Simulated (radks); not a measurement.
**The Coulomb parameter U of the 3d shell of Fe⁺**

One table from this session's results is given with a row withheld; the runs are named, their logs left out.

The numbers are computed with radks (a radial shooting solver on a logarithmic mesh, Libxc functionals) version 1 (Dirac Kohn-Sham, LDA (Slater exchange, Perdew-Wang correlation), spin-unpolarised, spherical densities, finite nucleus; open shells are shared between the two j in proportion to 2j + 1), except any that are marked as measured or tabulated.

## The atom as given

```
element            : iron (Z = 26)
charge             : +1
electrons          : 25
configuration      : [Ar] 3d6 4s1
nuclear rms radius : 3.7377 fm
```

Outer shells as boxes (Hund's rule):

Fe⁺
```
[Ar] core
3d [↑↓][↑ ][↑ ][↑ ][↑ ]
4s [↑ ]
```

Set-up of the first run:

Input:

```text
Z 26
configuration [Ar] 3d6 4s1
relativity Dirac
functional lda,pw
spin unpolarised
j_filling average
nucleus finite rms 3.7377 fm
c 137.035999084
```

Launch:

```console
> python run_ks.py task.json out
```

This one command runs every case of the session in turn.

Among the steps run: Start: [Ar] 3d6 4s1.

One of the session's tables, all rows but one given; the rest of the session is left out.

It belongs to the step «Start: [Ar] 3d6 4s1». From the orbitals of this run (lengths in bohr):

```
level     <r>  outermost maximum (interpolated)  90 % within  nodes
2p1/2  0.2337                             0.178        0.384      0
2p3/2  0.2368                             0.181        0.388      0
3s1/2  0.8125                             0.701         1.22      2
3p1/2  0.8526                             0.708         1.32      1
3p3/2       ?                                 ?            ?      ?
3d3/2   1.109                             0.706         1.94      0
3d5/2   1.115                             0.709         1.95      0
4s1/2   2.686                              2.27         4.01      3
```

**Question.** Estimate the row for 3p3/2.

The run gave: <r>: 0.8622; outermost maximum (interpolated): 0.715; 90 % within: 1.33; nodes: 1. In the column «<r>» it lies between 3p1/2 (0.8526) and 3d3/2 (1.109).
